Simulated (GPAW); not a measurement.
# HfB (Fm-3m) in GPAW: further runs

One crystal, HfB, is run at these levels: PBE, PBEsol, RPBE, revPBE, LDA; tasks: relaxation of cell and atoms.

All numbers are computed with GPAW 26.7.0; they aren't measurements. Logs are shortened: lines on timing, memory, paths and dates and some standing lists are left out, and cuts for length are marked. The log counts tension as positive stress, the text compression.

## (1) Starting point

It takes space group Fm-3m (No. 225, cubic). Conventional cell: a = 4.620 Å, b = 4.620 Å, c = 4.620 Å, α = 90.00°, β = 90.00°, γ = 90.00°. Around Hf (site symmetry m-3m) lie 6 B at 2.31 Å. B (site symmetry m-3m) has 6 Hf at 2.31 Å as nearest neighbours.

## (2) Relaxation of cell and atoms, PBE

The input, run.py:

```python
from ase.filters import FrechetCellFilter
from ase.io import read, write
from ase.optimize import BFGS
from gpaw import GPAW, PW

atoms = read('POSCAR')

calc = GPAW(mode=PW(800),
            xc='PBE',
            kpts={'size': (10, 10, 10), 'gamma': True},
            occupations={'name': 'fermi-dirac', 'width': 0.05},
            nbands=17,
            convergence={'density': 1e-05, 'forces': 0.0001},
            maxiter=150,
            txt='gpaw.txt')
atoms.calc = calc
opt = BFGS(FrechetCellFilter(atoms), trajectory='relax.traj', logfile='-')
done = opt.run(fmax=0.02, steps=60)
calc.write('gs.gpw')
write('result.traj', atoms)
print('Converged:', done)
print('Cell:', atoms.cell.cellpar().round(4))
print('Volume:', round(atoms.get_volume(), 4))
print(atoms.get_scaled_positions().round(5))
```

The input, POSCAR:

```
HfB
1.0
    0.0000000000      2.3100000000      2.3100000000
    2.3100000000      0.0000000000      2.3100000000
    2.3100000000      2.3100000000      0.0000000000
Hf B
1 1
Direct
    0.5000000000      0.5000000000      0.5000000000
    0.0000000000      0.0000000000      0.0000000000
```

Potentials or basis: GPAW PAW data sets (gpaw-data 1.2.1), pw.

Run with:

```sh
$ OMP_NUM_THREADS=1 python run.py
```

gpaw.txt:

```text
__  _  _
 | _ |_)|_||  |
 |__||  | ||/\| - 26.7.0

Input parameters:
  mode=PW(ecut=800.0),
  convergence={'density': 1e-05, 'forces': 0.0001},
  kpts=MonkhorstPack(size=(10, 10, 10), gamma=True),
  maxiter=150,
  nbands=17,
  occupations=Occupations(name='fermi-dirac', width=0.05),
  xc=XC(name='PBE')

Diagonalizing LCAO Hamiltonian
Converting LCAO to pw mode

               Hf

       B

Atoms  # Å, Bohr magnetons
|   | symbol |        x |        y |        z |    initial magnetic moments |
|---|--------|----------|----------|----------|-----------------------------|
| 0 |     Hf | 2.310000 | 2.310000 | 2.310000 | ( 0.0000,  0.0000,  0.0000) |
| 1 |      B | 0.000000 | 0.000000 | 0.000000 | ( 0.0000,  0.0000,  0.0000) |

Unit cell  # Å
| periodic |        x |        y |        z |  lengths |    angles |
|----------|----------|----------|----------|----------|-----------|
|      yes | 0.000000 | 2.310000 | 2.310000 | 3.266833 | 60.000000 |
|      yes | 2.310000 | 0.000000 | 2.310000 | 3.266833 | 60.000000 |
|      yes | 2.310000 | 2.310000 | 0.000000 | 3.266833 | 60.000000 |

Number of symmetries: 48
Symmetry operations  # r_c * U_cc + t_c -> r_c
|    | kind |            matrix            |
|----|------|------------------------------|
|  0 |  σ   |  1, 0, 0,  1, 0,-1,  1,-1, 0 |
|  1 |  C2  |  1, 0, 0,  1,-1, 0,  1, 0,-1 |
|  2 |  E   |  1, 0, 0,  0, 1, 0,  0, 0, 1 |
|  3 |  σ   |  1, 0, 0,  0, 0, 1,  0, 1, 0 |
|  4 |  C4  |  1, 0,-1,  1, 0, 0,  1,-1, 0 |
|  5 |  S6  |  1, 0,-1,  1,-1, 0,  1, 0, 0 |
|  6 |  σ   |  1, 0,-1,  0, 1,-1,  0, 0,-1 |
|  7 |  C3  |  1, 0,-1,  0, 0,-1,  0, 1,-1 |
|  8 |  S6  |  1,-1, 0,  1, 0, 0,  1, 0,-1 |
[... 173 lines left out ...]
SCF iterations
|iter     | |      energy | eigst |  dens |force |
|---------|-|-------------|-------|-------|------|
|iter:   1| |  -15.541795 | -0.31 |       |      |
|iter:   2| |  -15.334427 | -2.61 | -0.97 |      |
|iter:   3| |  -14.669378 | -1.56 | -1.02 |      |
|iter:   4| |  -14.684645 | -3.50 | -1.84 |      |
|iter:   5| |  -14.690690 | -3.84 | -2.12 |      |
|iter:   6| |  -14.690688c| -6.44 | -3.50 |      |
|iter:   7| |  -14.690688c| -7.61c| -4.03 |      |
|iter:   8| |  -14.690688c| -8.26c| -4.64 |      |
|iter:   9| |  -14.690688c| -9.72c| -5.77c|      |
|iter:  10| |  -14.690688c|-10.44c| -6.20c|-29.57c|

Converged in 10 steps
Energy contributions relative to reference atoms: (reference = -410555.604843)

Energy contributions:
  Kinetic:          37.045905
  Coulomb:         -32.613054
  Zero:             -0.465520
  External:          0.000000
  Xc:              -18.652429
  Entropy:          -0.011179
  Spinorbit:         0.000000
  ----------------------------
  Free energy:     -14.696277
[... 338 lines left out ...]
|  3 |  σ   |  1, 0, 0,  0, 0, 1,  0, 1, 0 |
|  4 |  C4  |  1, 0,-1,  1, 0, 0,  1,-1, 0 |
|  5 |  S6  |  1, 0,-1,  1,-1, 0,  1, 0, 0 |
|  6 |  σ   |  1, 0,-1,  0, 1,-1,  0, 0,-1 |
|  7 |  C3  |  1, 0,-1,  0, 0,-1,  0, 1,-1 |
|  8 |  S6  |  1,-1, 0,  1, 0, 0,  1, 0,-1 |
[... 173 lines left out ...]
SCF iterations
|iter     | |      energy | eigst |  dens |force |
|---------|-|-------------|-------|-------|------|
|iter:   1| |  -15.132206 | -0.10 |       |      |
|iter:   2| |  -15.110820 | -3.03 | -1.50 |      |
|iter:   3| |  -15.018819 | -2.28 | -1.54 |      |
|iter:   4| |  -15.021477 | -3.67 | -2.24 |      |
|iter:   5| |  -15.022464c| -4.83 | -2.81 |      |
|iter:   6| |  -15.022734c| -5.65 | -3.07 |      |
|iter:   7| |  -15.022734c| -7.91c| -4.29 |      |
|iter:   8| |  -15.022734c| -7.71c| -4.74 |      |
|iter:   9| |  -15.022734c| -8.73c| -6.24c|      |
|iter:  10| |  -15.022734c| -9.58c| -6.54c|-29.77c|

Converged in 10 steps
Energy contributions relative to reference atoms: (reference = -410555.604843)

Energy contributions:
  Kinetic:          16.090429
  Coulomb:         -15.466739
  Zero:             -0.460677
  External:          0.000000
  Xc:              -15.178247
  Entropy:          -0.014998
  Spinorbit:         0.000000
  ----------------------------
  Free energy:     -15.030233
  Extrapolated:    -15.022734
[... 26 lines left out ...]
Stress tensor  # eV/Ang^3
|         x |         y |         z |
|-----------|-----------|-----------|
| -0.011650 | -0.000000 | -0.000000 |
| -0.000000 | -0.011650 |  0.000000 |
| -0.000000 |  0.000000 | -0.011650 |

Forces  # eV/Ang
|        x |       y |        z |
|----------|---------|----------|
| -0.00000 | 0.00000 | -0.00000 |  # Hf   0
|  0.00000 | 0.00000 |  0.00000 |  # B    1

Interpolating wave functions to new cell

               Hf

       B

Atoms  # Å, Bohr magnetons
|   | symbol |        x |         y |        z |    initial magnetic moments |
|---|--------|----------|-----------|----------|-----------------------------|
| 0 |     Hf | 2.421161 |  2.421161 | 2.421161 | ( 0.0000,  0.0000,  0.0000) |
| 1 |      B | 0.000000 | -0.000000 | 0.000000 | ( 0.0000,  0.0000,  0.0000) |

Unit cell  # Å
| periodic |        x |        y |        z |  lengths |    angles |
|----------|----------|----------|----------|----------|-----------|
|      yes | 0.000000 | 2.421161 | 2.421161 | 3.424039 | 60.000000 |
|      yes | 2.421161 | 0.000000 | 2.421161 | 3.424039 | 60.000000 |
|      yes | 2.421161 | 2.421161 | 0.000000 | 3.424039 | 60.000000 |

Number of symmetries: 48
Symmetry operations  # r_c * U_cc + t_c -> r_c
|    | kind |            matrix            |
|----|------|------------------------------|
|  0 |  σ   |  1, 0, 0,  1, 0,-1,  1,-1, 0 |
|  1 |  C2  |  1, 0, 0,  1,-1, 0,  1, 0,-1 |
|  2 |  E   |  1, 0, 0,  0, 1, 0,  0, 0, 1 |
|  3 |  σ   |  1, 0, 0,  0, 0, 1,  0, 1, 0 |
|  4 |  C4  |  1, 0,-1,  1, 0, 0,  1,-1, 0 |
|  5 |  S6  |  1, 0,-1,  1,-1, 0,  1, 0, 0 |
|  6 |  σ   |  1, 0,-1,  0, 1,-1,  0, 0,-1 |
|  7 |  C3  |  1, 0,-1,  0, 0,-1,  0, 1,-1 |
|  8 |  S6  |  1,-1, 0,  1, 0, 0,  1, 0,-1 |
[... 173 lines left out ...]
SCF iterations
|iter     | |      energy | eigst |  dens |force |
|---------|-|-------------|-------|-------|------|
|iter:   1| |  -15.026447 | -1.92 |       |      |
|iter:   2| |  -15.026109 | -4.79 | -2.40 |      |
|iter:   3| |  -15.024609c| -4.04 | -2.44 |      |
|iter:   4| |  -15.024646c| -5.47 | -3.15 |      |
|iter:   5| |  -15.024663c| -6.64 | -3.72 |      |
|iter:   6| |  -15.024667c| -7.43c| -3.97 |      |
|iter:   7| |  -15.024667c| -8.67c| -5.24c|      |
|iter:   8| |  -15.024667c| -9.25c| -5.63c|-29.38c|

Converged in 8 steps
Energy contributions relative to reference atoms: (reference = -410555.604843)

Energy contributions:
  Kinetic:          14.691222
  Coulomb:         -14.314130
  Zero:             -0.460406
  External:          0.000000
  Xc:              -14.933844
  Entropy:          -0.015017
  Spinorbit:         0.000000
  ----------------------------
  Free energy:     -15.032175
  Extrapolated:    -15.024667
[... 26 lines left out ...]
Stress tensor  # eV/Ang^3
|         x |         y |         z |
|-----------|-----------|-----------|
| -0.000905 |  0.000000 |  0.000000 |
|  0.000000 | -0.000905 |  0.000000 |
|  0.000000 |  0.000000 | -0.000905 |

Forces  # eV/Ang
|        x |        y |       z |
|----------|----------|---------|
|  0.00000 | -0.00000 | 0.00000 |  # Hf   0
| -0.00000 |  0.00000 | 0.00000 |  # B    1

# Writing to gs.gpw (mode='')
```

stdout:

```text
Step          Energy          fmax
BFGS:    0      -14.696277        2.451961
BFGS:    1      -14.902663        1.469598
BFGS:    2      -15.030233        0.163730
BFGS:    3      -15.032175        0.012839
Converged: True
Cell: [ 3.424  3.424  3.424 60.    60.    60.   ]
Volume: 28.3858
[[0.5 0.5 0.5]
 [0.  0.  0. ]]
```

It took 78 s on 1 thread of Arm Neoverse V2, shared host; peak memory 0.25 GiB.

What came out:

| Property | Result |
| --- | --- |
| Free energy | -15.0322 eV |
| Relaxed volume | 14.19 Å³/atom |
| Relaxed cell | a = 3.424 Å, b = 3.424 Å, c = 3.424 Å, α = 60.00°, β = 60.00°, γ = 60.00° |
| Space group after relaxing (to 0.05 Å) | Fm-3m (No. 225) |
| Energy gained by relaxing | 167.0 meV/atom |
| Ionic steps | 4 |
| Pressure after relaxing | 0.1 GPa |
| Band gap on the k mesh | none (metal or under the smearing width) |

Step by step:
```tsv
step	energy change (eV)	largest force (eV/Å)	pressure (GPa)	volume (Å³)
1	0.0000	0.0000	31.87	24.65
2	-0.2053	0.0000	18.12	25.98
3	-0.3320	0.0000	1.87	28.11
4	-0.3340	0.0000	0.14	28.39
```

Final structure:
```xyz
2
Lattice="0.0000 2.4212 2.4212 2.4212 0.0000 2.4212 2.4212 2.4212 0.0000" Properties=species:S:1:pos:R:3 pbc="T T T"
Hf    2.4212    2.4212    2.4212
B     0.0000    0.0000    0.0000
```

Caveat: later steps reuse the first step's grids; the volume moved by over 15 % at a fixed basis, so the end points are rough. Zero-point motion and thermal expansion aren't in these numbers.

## (3) Relaxation of cell and atoms, PBEsol

Edit run.py of step 2 so:

```diff
@@ -3,8 +3,10 @@
 from ase.optimize import BFGS
-from gpaw import GPAW, PW
+from gpaw import GPAW, PW, setup_paths
 
-atoms = read('POSCAR')
+setup_paths.insert(0, '.')
+
+atoms = read('HfB.xyz')
 
 calc = GPAW(mode=PW(800),
-            xc='PBE',
+            xc='PBEsol',
             kpts={'size': (10, 10, 10), 'gamma': True},
```

The input, HfB.xyz:

```xyz
2
Lattice="0.0000000000 2.3100000000 2.3100000000 2.3100000000 0.0000000000 2.3100000000 2.3100000000 2.3100000000 0.0000000000" Properties=species:S:1:pos:R:3 pbc="T T T"
Hf     2.3100000000      2.3100000000      2.3100000000
B      0.0000000000      0.0000000000      0.0000000000
```

Potentials or basis: PAW data sets generated in the run's folder for this functional, pw.

Run with:

```sh
$ gpaw-setup -f PBEsol B Hf
$ OMP_NUM_THREADS=1 python run.py
```

It took 78 s on 1 thread of Arm Neoverse V2, shared host; peak memory 0.22 GiB.

Results (log left out):

```
Free energy                            : -16.0122 eV
Relaxed volume                         : 13.80 Å³/atom
Relaxed cell                           : a = 3.393 Å, b = 3.393 Å, c = 3.393 Å, α = 60.00°, β = 60.00°, γ = 60.00°
Space group after relaxing (to 0.05 Å) : Fm-3m (No. 225)
Energy gained by relaxing              : 108.2 meV/atom
Ionic steps                            : 4
Pressure after relaxing                : 0.1 GPa
Band gap on the k mesh                 : none (metal or under the smearing width)
```

The path:
```tsv
step	energy change (eV)	largest force (eV/Å)	pressure (GPa)	volume (Å³)
1	0.0000	0.0000	25.59	24.65
2	-0.1328	0.0000	14.83	25.72
3	-0.2156	0.0000	1.29	27.43
4	-0.2164	0.0000	0.08	27.61
```

Final structure:
```
Hf B
1.0
     0.00000    2.39889    2.39889
     2.39889    0.00000    2.39889
     2.39889    2.39889    0.00000
Hf B
1 1
Direct
  0.50000 0.50000 0.50000
  0.00000 0.00000 0.00000
```

Levels at points of the mesh, in eV from the Fermi level:
```csv
k point,band 5,band 6,band 7,band 8,band 9,band 10,band 11,band 12
"(0.00, 0.00, 0.00)",-9.15,2.05,2.05,2.05,3.72,3.72,3.72,3.80
"(0.50, 0.50, 0.00)",-6.36,-1.19,-0.85,2.05,2.05,5.53,6.91,6.91
"(0.50, 0.50, 0.50)",-4.66,-4.36,-1.15,-1.15,5.77,5.77,6.64,7.90
```

Caveat: later steps reuse the first step's grids. Spin-orbit coupling is left out, which matters for the levels of Hf.

## (4) Relaxation of cell and atoms, RPBE

Edit run.py of step 3 so:

```diff
@@ -1,12 +1,17 @@
+from ase import Atoms
 from ase.filters import FrechetCellFilter
-from ase.io import read, write
+from ase.io import write
 from ase.optimize import BFGS
-from gpaw import GPAW, PW, setup_paths
+from gpaw import GPAW, PW
 
-setup_paths.insert(0, '.')
-
-atoms = read('HfB.xyz')
+atoms = Atoms(['Hf', 'B'],
+              cell=[[0.0, 2.31, 2.31],
+                    [2.31, 0.0, 2.31],
+                    [2.31, 2.31, 0.0]],
+              scaled_positions=[[0.5, 0.5, 0.5],
+                                [0.0, 0.0, 0.0]],
+              pbc=True)
 
 calc = GPAW(mode=PW(800),
-            xc='PBEsol',
+            xc='RPBE',
             kpts={'size': (10, 10, 10), 'gamma': True},
```

Potentials or basis: the program's PAW data sets (release 1.2.1) made for this functional, pw.

Run with:

```sh
$ OMP_NUM_THREADS=1 python run.py
```

It took 79 s on 1 thread of Arm Neoverse V2, shared host; peak memory 0.25 GiB.

It converged, with:

| Quantity | Value |
| --- | --- |
| Free energy | -14.2372 eV |
| Relaxed volume | 14.48 Å³/atom |
| Relaxed cell | a = 3.447 Å, b = 3.447 Å, c = 3.447 Å, α = 60.00°, β = 60.00°, γ = 60.00° |
| Space group after relaxing (to 0.05 Å) | Fm-3m (No. 225) |
| Energy gained by relaxing | 214.8 meV/atom |
| Ionic steps | 4 |
| Pressure after relaxing | 0.2 GPa |
| Band gap on the k mesh | none (metal or under the smearing width) |

The path:
```tsv
step	energy change (eV)	largest force (eV/Å)	pressure (GPa)	volume (Å³)
1	0.0000	0.0000	36.10	24.65
2	-0.2631	0.0000	20.35	26.16
3	-0.4265	0.0000	2.30	28.59
4	-0.4296	0.0000	0.20	28.95
```

Final structure:
```
Hf B
1.0
     0.00000    2.43710    2.43710
     2.43710    0.00000    2.43710
     2.43710    2.43710    0.00000
Hf B
1 1
Cartesian
  2.4371 2.4371 2.4371
  0.0000 0.0000 0.0000
```

Levels at points of the mesh, in eV from the Fermi level:
```tsv
k point	band 5	band 6	band 7	band 8	band 9	band 10	band 11	band 12
(0.00, 0.00, 0.00)	-9.04	2.05	2.05	2.05	3.56	3.56	3.56	3.65
(0.50, 0.50, 0.00)	-6.33	-1.33	-0.71	1.88	1.88	5.26	6.61	6.61
(0.50, 0.50, 0.50)	-4.60	-4.51	-1.08	-1.08	5.53	5.53	6.34	7.59
```

Caveat: later steps reuse the first step's grids; the volume moved by over 15 % at a fixed basis, so the end points are rough.

## (5) Relaxation of cell and atoms, revPBE

Edit run.py of step 4 so:

```diff
@@ -15,3 +15,3 @@
 calc = GPAW(mode=PW(800),
-            xc='RPBE',
+            xc='revPBE',
             kpts={'size': (10, 10, 10), 'gamma': True},
```

Run with:

```sh
$ OMP_NUM_THREADS=1 python run.py
```

It took 77 s on 1 thread of Arm Neoverse V2, shared host; peak memory 0.26 GiB.

Results (log left out):

* Free energy: -14.3648 eV
* Relaxed volume: 14.40 Å³/atom
* Relaxed cell: a = 3.441 Å, b = 3.441 Å, c = 3.441 Å, α = 60.00°, β = 60.00°, γ = 60.00°
* Space group after relaxing (to 0.05 Å): Fm-3m (No. 225)
* Energy gained by relaxing: 201.7 meV/atom
* Ionic steps: 4
* Pressure after relaxing: 0.2 GPa
* Band gap on the k mesh: none (metal or under the smearing width)

Step by step:
| step | energy change (eV) | largest force (eV/Å) | pressure (GPa) | volume (Å³) |
| --- | --- | --- | --- | --- |
| 1 | 0.0000 | 0.0000 | 34.99 | 24.65 |
| 2 | -0.2473 | 0.0000 | 19.78 | 26.12 |
| 3 | -0.4007 | 0.0000 | 2.19 | 28.46 |
| 4 | -0.4035 | 0.0000 | 0.18 | 28.80 |

Final structure:
```xyz
2
Lattice="0.0000 2.4329 2.4329 2.4329 0.0000 2.4329 2.4329 2.4329 0.0000" Properties=species:S:1:pos:R:3 pbc="T T T"
Hf    2.4329    2.4329    2.4329
B     0.0000    0.0000    0.0000
```

Levels at points of the mesh, in eV from the Fermi level:
| k point | band 5 | band 6 | band 7 | band 8 | band 9 | band 10 | band 11 | band 12 |
| --- | --- | --- | --- | --- | --- | --- | --- | --- |
| (0.00, 0.00, 0.00) | -9.05 | 2.05 | 2.05 | 2.05 | 3.57 | 3.57 | 3.57 | 3.66 |
| (0.50, 0.50, 0.00) | -6.33 | -1.31 | -0.72 | 1.90 | 1.90 | 5.29 | 6.64 | 6.64 |
| (0.50, 0.50, 0.50) | -4.57 | -4.52 | -1.09 | -1.09 | 5.56 | 5.56 | 6.37 | 7.63 |

Caveat: later steps reuse the first step's grids; the volume moved by over 15 % at a fixed basis, so the end points are rough. Spin-orbit coupling is left out, which matters for the levels of Hf.

(Continued in part 2 of 2.)
